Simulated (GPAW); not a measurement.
GaGe3:

```xyz
4
Lattice="4.2785 0.0000 0.0000 0.0000 4.2785 0.0000 0.0000 0.0000 4.2785" Properties=species:S:1:pos:R:3 pbc="T T T"
Ge    2.1392    2.1392    0.0000
Ge    2.1392    0.0000    2.1392
Ge    0.0000    2.1392    2.1392
Ga    0.0000    0.0000    0.0000
```

The cell comes from a database or a generator and needn't be the stable form of this composition.

* Program: GPAW 26.7.0
* Task: relaxation of cell and atoms
* Functional: PBEsol
* Dispersion: D3(BJ)
* Potentials or basis: PAW data sets generated in the run's folder for this functional
* Cutoff: 600 eV
* Basis: pw
* k mesh: 6 × 6 × 6
* Occupations: fermi-dirac, width 0.05 eV
* Spin: no spin polarisation

At the start: pressure -6.3 GPa; volume 19.58 Å³/atom.

How do energy, volume and symmetry change on relaxing?

Over 4 steps the energy falls by 41.5 meV/atom and the volume is 17.66 Å³/atom (-9.8 %); space group Pm-3m (No. 221, to 0.05 Å).

The path:
```
step  energy change (eV)  largest force (eV/Å)  pressure (GPa)  volume (Å³)
   1              0.0000                0.0000           -6.28        78.32
   2             -0.0242                0.0000           -5.90        77.68
   3             -0.1609                0.0000            1.29        69.35
   4             -0.1658                0.0000           -0.16        70.65
```

Final structure:
```xyz
4
Lattice="4.1340 0.0000 0.0000 0.0000 4.1340 0.0000 0.0000 0.0000 4.1340" Properties=species:S:1:pos:R:3 pbc="T T T"
Ge    2.0670    2.0670    0.0000
Ge    2.0670    0.0000    2.0670
Ge    0.0000    2.0670    2.0670
Ga    0.0000    0.0000    0.0000
```

Caveat: later steps reuse the first step's grids; pairwise dispersion overbinds metals, which lowers pressure and volume.
